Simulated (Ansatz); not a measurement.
**C₃H₁₀NTa: one species, many methods**

An exercise on one series of results from a longer session: the logs are not shown, and one member is left open.

Program: Ansatz 0.2.0, Gaussian basis. Level of theory: functionals in def2-TZVPP, the program's frozen cores in correlated methods. These are calculated values, not measurements.

Levels to be run: LDA (SPW92), PBE-D4, revPBE-D4, BLYP-D4, r2SCAN-D4, B97M-V, PBE0-D4, B3LYP-D4, r2SCANh-D4, r2SCAN0-D4, HSE06-D4, BHLYP-D4, CAM-B3LYP-D4, LC-ωPBE, ωB97X-V, ωB97M-V, B2PLYP, PBE-QIDH; CCSD(T)/def2-SVP; MP2/def2-TZVPP; MP2/def2-QZVPP; RPA on PBE.

## The geometry

All runs share one geometry, relaxed beforehand with PBE0-D4 in a triple-zeta def2 set. Ta takes the def2 core potential; no spin-orbit term is included.

15 atoms, charge 0, spin multiplicity 1.

Atoms are counted from 1 here; the program's logs count them from 0.

Bond lengths: C1–Ta2 2.163 Å, C1–H6 1.095 Å, C1–H7 1.099 Å, C1–H8 1.095 Å, Ta2–C3 2.163 Å, Ta2–C4 2.163 Å, Ta2–N5 1.761 Å, C3–H9 1.095 Å, C3–H10 1.095 Å, C3–H11 1.099 Å, C4–H12 1.096 Å, C4–H13 1.099 Å, C4–H14 1.095 Å, N5–H15 1.006 Å. Angles: Ta2–C1–H6 112.0°, Ta2–C1–H7 110.0°, Ta2–C1–H8 111.8°, H6–C1–H7 107.9°, H6–C1–H8 107.1°, H7–C1–H8 107.9°, C1–Ta2–C3 111.8°, C1–Ta2–C4 111.8°, C1–Ta2–N5 107.0°, C3–Ta2–C4 111.9°, C3–Ta2–N5 107.0°, C4–Ta2–N5 107.0°, Ta2–C3–H9 112.0°, Ta2–C3–H10 111.8°, Ta2–C3–H11 110.0°, H9–C3–H10 107.1°, H9–C3–H11 107.9°, H10–C3–H11 107.9° and more.

Coordinates:

```xyz
15
charge 0, multiplicity 1
C    -1.8231    0.9970    0.2975
Ta    0.0830    0.1206   -0.2308
C     1.5907    0.5065    1.2721
C    -0.0958   -1.9905   -0.6689
N     0.6188    0.9092   -1.7108
H    -2.5702    0.8606   -0.4915
H    -2.2099    0.5299    1.2144
H    -1.7391    2.0742    0.4782
H     1.7296    1.5785    1.4480
H     2.5658    0.0988    0.9839
H     1.2987    0.0422    2.2248
H    -0.8341   -2.1804   -1.4557
H    -0.4140   -2.5352    0.2314
H     0.8524   -2.4220   -1.0068
H     0.9251    1.3599   -2.5564
```

Set-up of the first run:

Input file in.yaml:

```yaml
crystal:
  periodic: [false, false, false]
  atoms:
    - {symbol: C, position_ang: [-1.823054, 0.997041, 0.297538]}
    - {symbol: Ta, position_ang: [0.083050, 0.120589, -0.230790]}
    - {symbol: C, position_ang: [1.590725, 0.506469, 1.272063]}
    - {symbol: C, position_ang: [-0.095752, -1.990488, -0.668939]}
    - {symbol: N, position_ang: [0.618793, 0.909234, -1.710796]}
    - {symbol: H, position_ang: [-2.570213, 0.860552, -0.491550]}
    - {symbol: H, position_ang: [-2.209894, 0.529860, 1.214417]}
    - {symbol: H, position_ang: [-1.739083, 2.074227, 0.478210]}
    - {symbol: H, position_ang: [1.729649, 1.578525, 1.447968]}
    - {symbol: H, position_ang: [2.565789, 0.098764, 0.983882]}
    - {symbol: H, position_ang: [1.298670, 0.042214, 2.224814]}
    - {symbol: H, position_ang: [-0.834070, -2.180449, -1.455664]}
    - {symbol: H, position_ang: [-0.413978, -2.535188, 0.231394]}
    - {symbol: H, position_ang: [0.852449, -2.422021, -1.006761]}
    - {symbol: H, position_ang: [0.925118, 1.359870, -2.556386]}
basis:
  gaussian: {orbitals: def2-TZVPP}
hamiltonian: {xc: lda}
output: {orbitals: {seedname: orbitals}}
```

Started as:

```sh
ansatz run in.yaml --threads 4 --pin off --events-out ev --progress --plain --max-ram 11315MiB
```

Steps of the session up to this table: LDA; PBE-D4 (GGA); revPBE-D4 (GGA); BLYP-D4 (GGA); r2SCAN-D4 (meta-GGA); B97M-V (meta-GGA); B3LYP-D4 (hybrid); r2SCANh-D4 (hybrid); r2SCAN0-D4 (hybrid); HSE06-D4 (hybrid); BHLYP-D4 (hybrid); CAM-B3LYP-D4 (range-separated); LC-ωPBE (range-separated); ωB97X-V (range-separated); ωB97M-V (range-separated); B2PLYP (double hybrid); PBE-QIDH (double hybrid).

One of the session's tables, all rows but one given; the rest of the session is left out.

It belongs to the step «Orbital energies across the functionals». 

| functional | HOMO (eV) | gap (eV) |
| --- | --- | --- |
| LDA (SPW92) | -6.24 | 4.22 |
| PBE-D4 | -6.08 | 4.30 |
| revPBE-D4 | -6.02 | 4.35 |
| BLYP-D4 | -5.95 | 4.26 |
| r2SCAN-D4 | -6.31 | 4.73 |
| B97M-V | -6.35 | 4.73 |
| PBE0-D4 | ? | ? |
| B3LYP-D4 | -7.13 | 5.97 |
| r2SCANh-D4 | -6.79 | 5.53 |
| r2SCAN0-D4 | -7.52 | 6.74 |
| HSE06-D4 | -6.96 | 5.68 |
| BHLYP-D4 | -8.52 | 8.59 |
| CAM-B3LYP-D4 | -8.76 | 8.92 |
| LC-ωPBE | -10.17 | 11.54 |
| ωB97X-V | -9.80 | 11.03 |
| ωB97M-V | -9.72 | 10.80 |

**Question.** Estimate the row for PBE0-D4.

As computed: HOMO (eV): -7.36; gap (eV): 6.46. In the column «HOMO (eV)» it lies between r2SCAN0-D4 (-7.52) and B3LYP-D4 (-7.13).
